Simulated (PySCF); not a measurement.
# H8N3OPr (Pr(NH2)3(H2O)+): the cost of one run

Program: PySCF 2.14.0. Level of theory: several levels, as the steps say, no spin–orbit coupling. These are calculated values, not measurements.

1 further run of the same task is left out (for a known fault of the program).

## 1. Where the work starts

13 atoms, charge 1, spin multiplicity 1.

Bond lengths: Pr1–N2 2.127 Å, Pr1–H3 2.858 Å, Pr1–H4 2.851 Å, Pr1–N5 2.127 Å, Pr1–H6 2.851 Å, Pr1–H7 2.858 Å, Pr1–N8 2.131 Å, Pr1–H9 2.859 Å, Pr1–H10 2.859 Å, Pr1–O11 2.435 Å, N2–H3 1.023 Å, N2–H4 1.023 Å, N5–H6 1.023 Å, N5–H7 1.023 Å, N8–H9 1.023 Å, N8–H10 1.023 Å, O11–H12 0.968 Å, O11–H13 0.968 Å. Angles: N2–Pr1–H3 16.7°, N2–Pr1–H4 16.9°, N2–Pr1–N5 116.1°, N2–Pr1–H6 99.7°, N2–Pr1–H7 132.1°, N2–Pr1–N8 117.8°, N2–Pr1–H9 133.4°, N2–Pr1–H10 101.5°, N2–Pr1–O11 102.0°, H3–Pr1–H4 33.5°, H3–Pr1–N5 132.1°, H3–Pr1–H6 116.0°, H3–Pr1–H7 147.3°, H3–Pr1–N8 101.8°, H3–Pr1–H9 118.0°, H3–Pr1–H10 85.2°, H3–Pr1–O11 100.1°, H4–Pr1–N5 99.7° and more.

Geometry (Å):

```xyz
13

Pr    0.1763   -0.1763    0.2330
N     1.2214    1.3310    1.3093
H     2.0992    1.7794    1.0373
H     0.9479    1.7250    2.2125
N    -1.3310   -1.2214    1.3093
H    -1.7250   -0.9479    2.2125
H    -1.7794   -2.0992    1.0373
N     1.2452   -1.2452   -1.2689
H     0.9849   -2.1485   -1.6721
H     2.1485   -0.9849   -1.6721
O    -1.1411    1.1411   -1.3356
H    -1.8119    1.8119   -1.1440
H    -1.0754    1.0754   -2.2990
```

Formal oxidation states: Pr +4. Each metal's 1 4f electrons lie in its core potential, so multiplicities, spins and levels count the valence alone. An earlier session relaxed this geometry at PBE0, Pr lcecp-2-SVP with ECP47, N def2-SVP, H def2-SVP, O def2-SVP (singlet, point group Cs).

At PBE0 on the finer grid: E = -283.023093 Eh, frontier levels not given, since the 4f levels lie in the core, Mulliken charge on Pr1 +1.17 e, largest force component 0.016 eV/Å. 

Levels to run: TPSS; BP86; PBE0, TZVP. Hardware: 2 threads of Arm Neoverse V1, shared host.

## 2. TPSS

The input, run.py (the lines that set the calculation):

```python
mol = gto.M(atom='''
Pr     0.17627    -0.17627     0.23304
N      1.22137     1.33100     1.30927
H      2.09924     1.77936     1.03732
H      0.94791     1.72503     2.21246
N     -1.33100    -1.22137     1.30927
H     -1.72503    -0.94791     2.21246
H     -1.77936    -2.09924     1.03732
N      1.24525    -1.24525    -1.26894
H      0.98490    -2.14848    -1.67210
H      2.14848    -0.98490    -1.67210
O     -1.14112     1.14112    -1.33556
H     -1.81195     1.81195    -1.14402
H     -1.07541     1.07541    -2.29899''',
    basis={'Pr': 'lcecp-2-SVP', 'N': 'def2-SVP', 'H': 'def2-SVP', 'O': 'def2-SVP'},
    ecp={'Pr': 'lcecp-2-SVP'},
    charge=1, spin=0)
mf = dft.RKS(mol, xc='TPSS')
mf.grids.atom_grid = (75, 302)  # f atoms: unpruned, at least (60, 302)
mf = mf.density_fit()  # fitting sets: Pr AutoAux, N def2-universal-JKFIT, H def2-universal-JKFIT, O def2-universal-JKFIT
mf.conv_tol = 1e-08; mf.max_cycle = 55
mf.kernel(dm0)  # dm0: the density of the relaxed state
```

Command:

```bash
$ OMP_NUM_THREADS=2 python run.py
```

**Question.** How long does this run take on 2 threads of Arm Neoverse V1, shared host?

About 21 s.
